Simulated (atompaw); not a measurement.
# A PAW (atompaw) potential for indium, from input to tests

Task: generate the file, and judge it by its logarithmic derivatives, its ghosts and its cutoff.

Program: atompaw 4.2.0.5. Reference atom: PBE, scalar-relativistic, spherical and spin-unpolarised. All values are calculated.

### 1 The design

Typed settings, in words:

| Item | Value |
| --- | --- |
| element | indium (In, Z = 49) |
| type | PAW |
| frozen core | [Kr] |
| valence charge | 13 |
| reference configuration | 4d10 5s2 5p0 (charge +1) |
| partial waves | 5s (bound): rc 2.30 bohr; 5s channel at -0.5 Ry: rc 2.30 bohr; 5p (bound, empty): rc 2.30 bohr; 5p channel at 2.5 Ry: rc 2.30 bohr; 4d (bound): rc 2.30 bohr; 4d channel at 3.15 Ry: rc 1.00 bohr |
| local potential | troulliermartins scheme with l = 3 at 0 Ry, radius 2.15 bohr |
| core correction | smooth core density matched at 1.95 bohr |
| augmentation charge | sinc compensation charge, radius 1.85 bohr; PAW radius 2.30 bohr; waves and projectors: custom polynom2 7 10 vanderbiltortho |

An earlier all-electron run gives the scale for the radii.

All-electron outer shells of the reference configuration (PBE, scalar-relativistic, ld1.x):

| shell | level (eV) | outermost node (bohr) | outermost maximum (bohr) |
| --- | --- | --- | --- |
| 4s | -127.12 | 0.41 | 0.77 |
| 4p | -85.60 | 0.42 | 0.82 |
| 4d | -26.07 | 0.40 | 0.94 |
| 5s | -14.92 | 1.02 | 2.11 |
| 5p | -8.43 | 1.14 | 2.64 |

### 2 The generation run

Contents of In.input:

```
In 49
GGA-PBE scalarrelativistic loggrid 1500 logderivrange -4 5 226
5 5 4 0 0 0
5 1 0
0 0 0
c
c
c
c
v
c
c
c
v
c
v
2
2.30 1.85 2.15 1.95
y
-0.5
n
y
2.5
n
y
3.15
n
custom polynom2 7 10 vanderbiltortho sinc
3 0 troulliermartins
2.30
2.30
2.30
2.30
2.30
1.00
PWSCFOUT
UPFDX 0.0125d0 UPFXMIN -7.d0 UPFZMESH 49.d0
END
```

Started as:

```
$ atompaw < In.input > In.log
```

**Question.** What will these runs give? Wanted: cutoffs for 10 and 1 mRy, occupied levels; bound ghosts; largest phase difference near zero energy, channels read; lowest eigenvalue of the overlap; share of valence orbitals outside the PAW sphere; UPF file.

The runs gave:

| quantity | value |
| --- | --- |
| cutoffs for 10 and 1 mRy, occupied levels | 21 Ry and 55 Ry |
| bound ghosts | s at -417.94 eV, p at -48.68 eV |
| largest phase difference near zero energy, channels read | 3.127 rad |
| lowest eigenvalue of the overlap (Bessel basis) | 0.043 (s) |
| share of valence orbitals outside the PAW sphere | 5s 53 %, 5p 76 %, 4d 3 % |
| UPF file | written |

**Reading.** It has a bound ghost (s, p), a state that the atom doesn't have, and that rules the file out. It counts as soft on the atom at that tolerance, with 21 Ry needed at the looser tolerance. The tighter tolerance needs 55 Ry, and converged work needs a cutoff nearer that. The slowest level is 4d: taken alone it needs 21 Ry to come within 1 mRy, against 6 Ry or less for 5s. Of the channels read, d scatters worst near zero energy, by up to 3.13 rad. A step near π is an extra or missing state, not a misfit of shape. The pseudo curves have poles with no partner nearby in the atom's: p at -3.58 Ry, d at -0.90 Ry.
